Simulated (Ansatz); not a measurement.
# GePH₂ (sextet): wave-function methods side by side, cc-pVDZ

The task here is to estimate one member of a computed series from the others.

Computed with Ansatz 0.2.0, Gaussian basis. Level: cc-pVDZ, core rule «outside noble gas», up to 19 orbitals frozen.

Plan: UHF; CCSD(T) on ROHF; CCSD(T) on UHF; BCCD(T) on ROHF; CISD; CCSDT(Q) on ROHF; CCSDT(Q) on UHF; CASSCF and MRCISD+Q, 11 electrons in 10 orbitals; CASSCF and NEVPT2, 11 electrons in 10 orbitals.

21 further runs of the same task are left out: 13 that didn't finish, 8 set aside as unsound or not needed.

### The system

The geometry is a PBE0/def2-TZVP stationary point (not a proven minimum) of the parent state, kept for this charge and spin. No spin-orbit coupling is included. The filled d shell of Ge may be among the frozen orbitals whatever the setting's name suggests; the logs give the count.

4 atoms, charge 0, spin multiplicity 6.

Atoms are counted from 1 here; the program's logs count them from 0.

Bond lengths: Ge1–P2 2.570 Å, P2–H3 1.417 Å, P2–H4 1.417 Å. Angles: Ge1–P2–H3 131.2°, Ge1–P2–H4 131.2°, H3–P2–H4 97.5°.

The first run:

Contents of in.yaml:

```yaml
crystal:
  periodic: [false, false, false]
  atoms:
    - {symbol: Ge, position_ang: [0.000000, 0.000000, 0.820452]}
    - {symbol: P, position_ang: [0.000000, 0.000000, -1.749476]}
    - {symbol: H, position_ang: [0.000000, 1.065765, -2.683586]}
    - {symbol: H, position_ang: [0.000000, -1.065765, -2.683586]}
basis:
  gaussian: {orbitals: cc-pVDZ}
magnetization: {spin_polarized: true, initial_magnetization: 5}
hamiltonian: {xc: hf}
output: {orbitals: {seedname: orbitals}}
```

On the command line:

```console
ansatz run in.yaml --threads 1 --pin off --events-out ev --progress --plain --max-ram 2393MiB
```

Among the steps run: UHF; CCSD(T) on ROHF; CCSD(T) on UHF; BCCD(T) on ROHF; CISD; CCSDT(Q) on ROHF; CCSDT(Q) on UHF; CASSCF and MRCISD+Q, 11 electrons in 10 orbitals; CASSCF and NEVPT2, 11 electrons in 10 orbitals.

One of the session's tables, all rows but one given; the rest of the session is left out.

| method | from RCCSDT(Q) (kcal/mol) |
| --- | --- |
| ROHF | +115.60 |
| UHF | +111.05 |
| RMP2 | +24.83 |
| UMP2 | +25.30 |
| CISD | +10.66 |
| RCCSD | +4.35 |
| UCCSD | +3.66 |
| RCCSD(T) | +1.06 |
| UCCSD(T) | +0.46 |
| BCCD(T) | +1.02 |
| RCCSDT | +0.19 |
| UCCSDT | -0.44 |
| RCCSDT(Q) | 0 |
| UCCSDT(Q) | -0.63 |
| CASSCF valence | +92.25 |
| NEVPT2 valence | +24.01 |
| MRCISD valence | ? |
| MRCISD+Q valence | +1.41 |

Estimate the missing values for MRCISD valence.

The run gave: from RCCSDT(Q) (kcal/mol): +8.01. In the column «from RCCSDT(Q) (kcal/mol)» it lies between RCCSD (+4.35) and CISD (+10.66).

Caveats from the session: Restricted and unrestricted rows rest on different reference determinants; where their highest levels disagree by more than a few hundredths of an eV, they describe different states and don't form one ladder.
